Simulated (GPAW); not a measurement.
The system is NiMoIrPdW.

```xyz
5
Lattice="4.1467 0.0000 0.0000 -2.0734 3.5911 0.0000 0.0000 0.0000 5.4163" Properties=species:S:1:pos:R:3 pbc="T T T"
Ni    0.0000    0.0000    0.1203
Mo    2.0734    1.1970    2.4913
Pd    0.0000    2.3941    4.0406
Ir    0.0000    2.3941    1.3888
W     2.0734    1.1970    5.4155
```

The cell was built by a generator and needn't be a form met in nature.

Base run:

```yaml
Program: GPAW 26.7.0
Functional: PBE
Potentials_or_basis: GPAW PAW data sets (gpaw-data 1.2.1)
Cutoff: 600 eV
Basis: pw
k_mesh: 5 × 5 × 4
Occupations: fermi-dirac, width 0.05 eV
Spin: collinear spin, ferromagnetic start
Starting_moments: "[1.0, 1.0, 0.0, 0.6, 0.0] μB"
```

Its results: pressure 0.3 GPa; net moment 0.00 μB per cell; largest force 0.113 eV/Å.

The run is repeated on the same cell with these changes: functional from PBE to r2SCAN. What comes out?

Pressure -3.8 GPa; net moment 0.00 μB per cell; largest force 0.413 eV/Å.

Caveats: the stock nickel data set gives pressures a few GPa off other programs; the PAW data sets were made with another functional, which shifts forces and pressure a little (some runs).
